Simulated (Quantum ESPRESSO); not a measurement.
# CoSi2 (I4/mmm) in Quantum ESPRESSO: single point with LDA

Aim: the single point of CoSi2 with LDA.

Everything below comes from runs of Quantum ESPRESSO 7.5. Logs are shortened: lines on timing, memory, paths and dates and some standing lists are left out, and cuts for length are marked.

### 1 Starting point

It takes space group I4/mmm (No. 139, tetragonal). Conventional cell: a = 3.804 Å, b = 3.804 Å, c = 5.327 Å, α = 90.00°, β = 90.00°, γ = 90.00°. Co (site symmetry 4/mmm) has 8 Si at 2.32 Å as nearest neighbours. Si (site symmetry -4m2) has 4 Co at 2.32 Å and 2 Si at 2.66 Å as nearest neighbours.

The cell was built by a generator and needn't be a form met in nature.

### 2 Single point, LDA

pw.in

```
&CONTROL
  calculation = 'scf'
  prefix = 'pwscf'
  outdir = './tmp'
  pseudo_dir = './pseudo'
  tprnfor = .true.
  tstress = .true.
  disk_io = 'nowf'
/
&SYSTEM
  ibrav = 0
  nat = 3
  ntyp = 2
  ecutwfc = 56
  ecutrho = 448
  nbnd = 19
  occupations = 'smearing'
  smearing = 'mp'
  degauss = 0.00734986
/
&ELECTRONS
  conv_thr = 6d-10
  electron_maxstep = 120
  mixing_beta = 0.5
/
ATOMIC_SPECIES
Co    58.9332 co_lda_v1.2.uspp.F.UPF
Si    28.0850 si_lda_v1.uspp.F.UPF
CELL_PARAMETERS angstrom
   0.0000000000    2.6898232250    2.6634006000
   2.6898232250    0.0000000000    2.6634006000
   2.6898232250    2.6898232250    0.0000000000
ATOMIC_POSITIONS crystal
Co     0.0000000000    0.0000000000    0.0000000000
Si     0.2500000000    0.2500000000    0.2500000000
Si     0.7500000000    0.7500000000    0.7500000000
K_POINTS automatic
16 16 16 0 0 0
```

Potentials or basis: GBRV 1.5 LDA.

On the command line:

```bash
> OMP_NUM_THREADS=1 pw.x -in pw.in > pw.out
```

pw.out:

```text
This program is part of the open-source Quantum ESPRESSO suite
     for quantum simulation of materials; please cite
[... 9 lines left out ...]
     --------------------
     sticks:   dense  smooth     PW     G-vecs:    dense   smooth      PW
     Sum        1581     797    249                41581    14687    2565

     Using Slab Decomposition

     bravais-lattice index     =            0
     lattice parameter (alat)  =       7.1533  a.u.
     unit-cell volume          =     260.0822 (a.u.)^3
     number of atoms/cell      =            3
     number of atomic types    =            2
     number of electrons       =        25.00
     number of Kohn-Sham states=           19
     kinetic-energy cutoff     =      56.0000  Ry
     charge density cutoff     =     448.0000  Ry
     scf convergence threshold =      6.0E-10
     mixing beta               =       0.5000
     number of iterations used =            8  plain     mixing
     Exchange-correlation= SLA  PZ   NOGX NOGC
                           (   1   1   0   0   0   0   0)

     celldm(1)=   7.153269  celldm(2)=   0.000000  celldm(3)=   0.000000
     celldm(4)=   0.000000  celldm(5)=   0.000000  celldm(6)=   0.000000

     crystal axes: (cart. coord. in units of alat)
               a(1) = (   0.000000   0.710588   0.703608 )
               a(2) = (   0.710588   0.000000   0.703608 )
               a(3) = (   0.710588   0.710588   0.000000 )

     reciprocal axes: (cart. coord. in units 2 pi/alat)
               b(1) = ( -0.703642  0.703642  0.710623 )
               b(2) = (  0.703642 -0.703642  0.710623 )
               b(3) = (  0.703642  0.703642 -0.710623 )

     PseudoPot. # 1 for Co read from file:
     co_lda_v1.2.uspp.F.UPF
     Pseudo is Ultrasoft + core correction, Zval = 17.0
     Generated by new atomic code, or converted to UPF format
     Using radial grid of  863 points,  6 beta functions with:
                l(1) =   0
                l(2) =   0
                l(3) =   1
                l(4) =   1
                l(5) =   2
                l(6) =   2
     Q(r) pseudized with  8 coefficients,  rinner =    1.200   1.200   1.200
                                                       1.200   1.200

     PseudoPot. # 2 for Si read from file:
     si_lda_v1.uspp.F.UPF
     Pseudo is Ultrasoft + core correction, Zval =  4.0
     Generated by new atomic code, or converted to UPF format
     Using radial grid of  899 points,  6 beta functions with:
                l(1) =   0
                l(2) =   0
                l(3) =   1
                l(4) =   1
                l(5) =   2
                l(6) =   2
     Q(r) pseudized with  8 coefficients,  rinner =    0.900   0.900   0.900
                                                       0.900   0.900

     atomic species   valence    mass     pseudopotential
     Co               17.00    58.93320     Co( 1.00)
     Si                4.00    28.08500     Si( 1.00)

     16 Sym. Ops., with inversion, found

   Cartesian axes

     site n.     atom                  positions (alat units)
         1        Co     tau(   1) = (   0.0000000   0.0000000   0.0000000  )
         2        Si     tau(   2) = (   0.3552941   0.3552941   0.3518040  )
         3        Si     tau(   3) = (   1.0658824   1.0658824   1.0554121  )

     number of k points=   349  Methfessel-Paxton smearing, width (Ry)=  0.0073

     Number of k-points >= 100: set verbosity='high' to print them.

     Dense  grid:    41581 G-vectors     FFT dimensions: (  50,  50,  50)

     Smooth grid:    14687 G-vectors     FFT dimensions: (  36,  36,  36)

     Check: negative core charge=   -0.000010

     Initial potential from superposition of free atoms

     starting charge      23.9988, renormalised to      25.0000
     Starting wfcs are   21 randomized atomic wfcs

     Self-consistent Calculation

     iteration #  1     ecut=    56.00 Ry     beta= 0.50
     Davidson diagonalization with overlap
     ethr =  1.00E-02,  avg # of iterations =  4.2

     total energy              =    -308.25041914 Ry
     estimated scf accuracy    <      15.67210252 Ry

     iteration #  2     ecut=    56.00 Ry     beta= 0.50
     Davidson diagonalization with overlap
     ethr =  1.00E-02,  avg # of iterations =  3.0

     total energy              =    -316.98005299 Ry
     estimated scf accuracy    <      33.14722769 Ry

     iteration #  3     ecut=    56.00 Ry     beta= 0.50
     Davidson diagonalization with overlap
     ethr =  1.00E-02,  avg # of iterations =  2.0

     total energy              =    -317.71937916 Ry
     estimated scf accuracy    <       6.74288146 Ry

     iteration #  4     ecut=    56.00 Ry     beta= 0.50
     Davidson diagonalization with overlap
     ethr =  1.00E-02,  avg # of iterations =  1.3

     total energy              =    -317.94543944 Ry
     estimated scf accuracy    <       1.66245400 Ry

     iteration #  5     ecut=    56.00 Ry     beta= 0.50
     Davidson diagonalization with overlap
     ethr =  6.65E-03,  avg # of iterations =  1.0

     total energy              =    -317.47591258 Ry
     estimated scf accuracy    <       1.18253772 Ry

     iteration #  6     ecut=    56.00 Ry     beta= 0.50
     Davidson diagonalization with overlap
     ethr =  4.73E-03,  avg # of iterations =  1.6

     total energy              =    -317.78478631 Ry
     estimated scf accuracy    <       0.63376953 Ry

     iteration #  7     ecut=    56.00 Ry     beta= 0.50
     Davidson diagonalization with overlap
     ethr =  2.54E-03,  avg # of iterations =  1.0

     total energy              =    -317.76090446 Ry
     estimated scf accuracy    <       0.53911605 Ry

     iteration #  8     ecut=    56.00 Ry     beta= 0.50
     Davidson diagonalization with overlap
     ethr =  2.16E-03,  avg # of iterations =  1.0

     total energy              =    -317.72917293 Ry
     estimated scf accuracy    <       0.30783531 Ry

     iteration #  9     ecut=    56.00 Ry     beta= 0.50
     Davidson diagonalization with overlap
     ethr =  1.23E-03,  avg # of iterations =  1.1

     total energy              =    -317.72758750 Ry
     estimated scf accuracy    <       0.05021163 Ry

     iteration # 10     ecut=    56.00 Ry     beta= 0.50
     Davidson diagonalization with overlap
     ethr =  2.01E-04,  avg # of iterations =  1.5

     total energy              =    -317.73401999 Ry
     estimated scf accuracy    <       0.00219470 Ry

     iteration # 11     ecut=    56.00 Ry     beta= 0.50
     Davidson diagonalization with overlap
     ethr =  8.78E-06,  avg # of iterations =  3.0

     total energy              =    -317.73410687 Ry
     estimated scf accuracy    <       0.00198260 Ry

     iteration # 12     ecut=    56.00 Ry     beta= 0.50
     Davidson diagonalization with overlap
     ethr =  7.93E-06,  avg # of iterations =  1.0

     total energy              =    -317.73370229 Ry
     estimated scf accuracy    <       0.00239941 Ry

     iteration # 13     ecut=    56.00 Ry     beta= 0.50
     Davidson diagonalization with overlap
     ethr =  7.93E-06,  avg # of iterations =  1.0

     total energy              =    -317.73386186 Ry
     estimated scf accuracy    <       0.00003613 Ry

     iteration # 14     ecut=    56.00 Ry     beta= 0.50
     Davidson diagonalization with overlap
     ethr =  1.45E-07,  avg # of iterations =  2.6

     total energy              =    -317.73387012 Ry
     estimated scf accuracy    <       0.00000166 Ry

     iteration # 15     ecut=    56.00 Ry     beta= 0.50
     Davidson diagonalization with overlap
     ethr =  6.63E-09,  avg # of iterations =  3.4

     total energy              =    -317.73387043 Ry
     estimated scf accuracy    <       0.00000065 Ry

     iteration # 16     ecut=    56.00 Ry     beta= 0.50
     Davidson diagonalization with overlap
     ethr =  2.62E-09,  avg # of iterations =  2.0

     total energy              =    -317.73387046 Ry
     estimated scf accuracy    <       0.00000012 Ry

     iteration # 17     ecut=    56.00 Ry     beta= 0.50
     Davidson diagonalization with overlap
     ethr =  4.79E-10,  avg # of iterations =  2.0

     total energy              =    -317.73387047 Ry
     estimated scf accuracy    <          8.8E-09 Ry

     iteration # 18     ecut=    56.00 Ry     beta= 0.50
     Davidson diagonalization with overlap
     ethr =  3.52E-11,  avg # of iterations =  3.0

     total energy              =    -317.73387047 Ry
     estimated scf accuracy    <          1.3E-09 Ry

     iteration # 19     ecut=    56.00 Ry     beta= 0.50
     Davidson diagonalization with overlap
     ethr =  5.06E-12,  avg # of iterations =  2.1

     End of self-consistent calculation

     Number of k-points >= 100: set verbosity='high' to print the bands.

     the Fermi energy is    12.4468 ev

!    total energy              =    -317.73387047 Ry
     estimated scf accuracy    <          3.1E-10 Ry
     smearing contrib. (-TS)   =      -0.00001102 Ry
     internal energy E=F+TS    =    -317.73385945 Ry

     The total energy is F=E-TS. E is the sum of the following terms:
     one-electron contribution =    -238.42015256 Ry
     hartree contribution      =     132.07894113 Ry
     xc contribution           =     -41.17532146 Ry
     ewald contribution        =    -170.21732656 Ry

     convergence has been achieved in  19 iterations

     Forces acting on atoms (cartesian axes, Ry/au):

     atom    1 type  1   force =     0.00000000   -0.00000000    0.00000000
     atom    2 type  2   force =    -0.00000000    0.00000000    0.00000000
     atom    3 type  2   force =    -0.00000000    0.00000000    0.00000000

     Total force =     0.000000     Total SCF correction =     0.000000

     Computing stress (Cartesian axis) and pressure

          total   stress  (Ry/bohr**3)                   (kbar)     P=      -90.67
  -0.00063695  -0.00000000  -0.00000000          -93.70       -0.00       -0.00
  -0.00000000  -0.00063695   0.00000000           -0.00      -93.70        0.00
  -0.00000000   0.00000000  -0.00057511           -0.00        0.00      -84.60

=------------------------------------------------------------------------------=
   JOB DONE.
=------------------------------------------------------------------------------=
```

Run time: 4.4 min. Hardware: 1 thread of AMD EPYC 7R43 (Zen 3), shared host; peak memory 0.38 GiB.

Results:

| Item | Value |
| --- | --- |
| Free energy | -4322.9895 eV |
| Pressure | -9.1 GPa |
| Band gap on the k mesh | none (metal or under the smearing width) |

Stress tensor (GPa, compression positive):
```
-9.37  0.00  0.00
 0.00 -9.37  0.00
 0.00  0.00 -8.46
```
